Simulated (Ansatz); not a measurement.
# TePb (rocksalt type): from bands to localised orbitals

Where do the localised orbitals of TePb (rocksalt type) sit, how far are they spread, and how do the settings change that? Plan: PBE, anion s p, 4×4×4; PBE, anion s p, 6×6×6; PBE, anion p, 4×4×4; PBE, all s p, disentangled, 4×4×4; r2SCAN, anion s p, 4×4×4; r2SCAN, all s p, disentangled, 4×4×4; r2SCAN, anion p, 4×4×4; HSE06, anion s p, 4×4×4 (level, trial orbitals, Wannier mesh).

Computed with Ansatz 0.2.0 (plane waves, PAW, unless a step's input says otherwise).

3 further runs of the same task are left out: 3 that didn't finish. Runs told in other sessions of the task aren't counted.

### Step 1. The structure to begin with

The structure is cubic, space group Fm-3m (No. 225). The conventional cell has a = 6.536 Å, b = 6.536 Å, c = 6.536 Å, α = 90.00°, β = 90.00°, γ = 90.00°. Around Pb (site symmetry m-3m) lie 6 Te at 3.27 Å. Around Te (site symmetry m-3m) lie 6 Pb at 3.27 Å.

As a file:

```
CELL_PARAMETERS angstrom
0.00000 3.26784 3.26784
3.26784 0.00000 3.26784
3.26784 3.26784 0.00000
ATOMIC_POSITIONS crystal
Pb 0.00000 0.00000 0.00000
Te 0.50000 0.50000 0.50000
```

Cell and atoms come from an earlier r2SCAN relaxation. No run includes spin-orbit coupling, which matters for Pb, Te.

### Step 2. PBE, anion s p, 4×4×4

input.yaml

```yaml
crystal:
  lattice:
    - [0.0, 3.2678368418, 3.2678368418]
    - [3.2678368418, 0.0, 3.2678368418]
    - [3.2678368418, 3.2678368418, 0.0]
  atoms:
    - { symbol: Pb, position: [0.0, 0.0, 0.0] }
    - { symbol: Te, position: [0.5, 0.5, 0.5] }
kpoints:
  mp_grid: { grid: [6, 6, 6] }
  band_path:
    path:
      - [[0.0, 0.0, 0.0], [0.5, 2.533779975618e-35, 0.5], [0.625, 0.25, 0.625]]
      - [[0.375, 0.375, 0.75], [0.0, 0.0, 0.0], [0.5, 0.5, 0.5], [0.5, 0.25, 0.75], [0.5, 2.533779975618e-35, 0.5]]
    npoints: 10
hamiltonian:
  xc: pbe
scf:
  occupations: { method: fixed }
  n_extra_bands: 6
output:
  forces: false
  stress: false
  eigenvalues: true
  wannier:
    kmesh: [4, 4, 4]
    projections: [{ species: Pb, l: s, shell: 6 }, { species: Pb, l: p, shell: 6 }]
    minimise: true
    write_hr: true
    conv_tol: 1.0e-08
    max_iter: 3000
```

On the command line:

```console
$ ansatz run input.yaml --threads 4 --pin off --max-ram 3686MiB --backend cpu --events-out ev --progress --plain --runs-dir out
```

The runs that follow: PBE, anion s p, 6×6×6; PBE, anion p, 4×4×4; PBE, all s p, disentangled, 4×4×4; r2SCAN, anion s p, 4×4×4; r2SCAN, all s p, disentangled, 4×4×4; r2SCAN, anion p, 4×4×4; HSE06, anion s p, 4×4×4.

Before running them: what should the planned runs give, taken together? Wanted: total spread, PBE, anion s p, 4×4×4; total spread, PBE, anion s p, 6×6×6; total spread, PBE, anion p, 4×4×4; total spread, PBE, all s p, disentangled, 4×4×4; total spread, r2SCAN, anion s p, 4×4×4; total spread, r2SCAN, all s p, disentangled, 4×4×4; total spread, r2SCAN, anion p, 4×4×4; total spread, HSE06, anion s p, 4×4×4; centres of the first set.

The runs gave:

| quantity | value |
| --- | --- |
| total spread, PBE, anion s p, 4×4×4 | 19.62 Å² over 4 functions |
| total spread, PBE, anion s p, 6×6×6 | 23.89 Å² over 4 functions |
| total spread, PBE, anion p, 4×4×4 | 21.14 Å² over 3 functions |
| total spread, PBE, all s p, disentangled, 4×4×4 | 15.23 Å² over 8 functions |
| total spread, r2SCAN, anion s p, 4×4×4 | 19.85 Å² over 4 functions |
| total spread, r2SCAN, all s p, disentangled, 4×4×4 | 15.34 Å² over 8 functions |
| total spread, r2SCAN, anion p, 4×4×4 | 20.81 Å² over 3 functions |
| total spread, HSE06, anion s p, 4×4×4 | 20.07 Å² over 4 functions |
| centres of the first set | 0.75 to 0.85 Å from the nearest atom |

**Reading.** With PBE, anion s p, 4×4×4 the 4 functions move off the atoms, with a mean spread of 4.91 Å²; 86 % of the total is gauge invariant. The total spread goes from 19.62 Å² on 4×4×4 to 23.89 Å² on 6×6×6: finite differences in k understate it on coarse meshes, while the largest miss of a band goes from 2.31 to 2.60 eV. On one set and mesh the functional gives 19.62 (PBE), 19.85 (r2SCAN), 20.07 (HSE06) Å². The disentangled models miss some band by up to 0.7 eV, which may lie outside their frozen windows.
